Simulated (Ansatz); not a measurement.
**NaAsH2: single points off equilibrium**

The task here is to estimate one member of a computed series from the others.

The runs use Ansatz 0.2.0, Gaussian basis; single points in def2-TZVPP.

Correlated methods freeze the cores. Filled d shells of the heavier atoms are correlated. The outer core shell of Li, Na, Mg and K is correlated.

## Where the work starts

SMILES `[Na][AsH2]`, 4 atoms, charge 0, spin multiplicity 1.

Atoms are counted from 1 here; the program's logs count them from 0.

Bond lengths: Na1–As2 2.774 Å, As2–H3 1.572 Å, As2–H4 1.477 Å. Angles: Na1–As2–H3 91.3°, Na1–As2–H4 87.4°, H3–As2–H4 85.8°.

As a file:

```
atom     x (Å)     y (Å)     z (Å)
 Na1  -2.03850   0.12530   0.44480
 As2   0.47910  -0.67720  -0.40000
  H3   0.79020   0.75990  -0.95720
  H4   0.99850  -0.17140   0.88730
```

Set-up of the first run:

Contents of run/in.yaml:

```yaml
crystal:
  periodic: [false, false, false]
  atoms:
    - {symbol: Na, position_ang: [-2.038500, 0.125300, 0.444800]}
    - {symbol: As, position_ang: [0.479100, -0.677200, -0.400000]}
    - {symbol: H, position_ang: [0.790200, 0.759900, -0.957200]}
    - {symbol: H, position_ang: [0.998500, -0.171400, 0.887300]}
basis:
  gaussian: {orbitals: def2-TZVPP}
correlation: {method: ccsd_t}
output: {forces: true}
```

The command line of these runs was not kept.

Steps of the session up to this table: CCSD(T)/def2-TZVPP; PBE0-D4/def2-TZVPP; wB97M-V/def2-TZVPP; r2SCAN-D4/def2-TZVPP; PBE-D4/def2-TZVPP; wB97X-V/def2-TZVPP; BLYP-D4/def2-TZVPP.

One of the session's tables, all rows but one given; the rest of the session is left out.

```
   method  RMS force component (eV/Å)  angle to CCSD(T) forces (°)  dipole (D)
  CCSD(T)                       0.484                    reference        7.72
  PBE0-D4                       0.499                          4.5        7.25
  wB97M-V                       0.494                          3.7        7.68
r2SCAN-D4                       0.487                          3.4        7.45
   PBE-D4                       0.523                         19.3        6.46
  wB97X-V                       0.505                          3.8        8.04
  BLYP-D4                           ?                            ?           ?
```

Estimate the missing values for BLYP-D4.

As computed: RMS force component (eV/Å): 0.522; angle to CCSD(T) forces (°): 21.2; dipole (D): 6.07. In the column «RMS force component (eV/Å)» it lies between wB97X-V (0.505) and PBE-D4 (0.523).
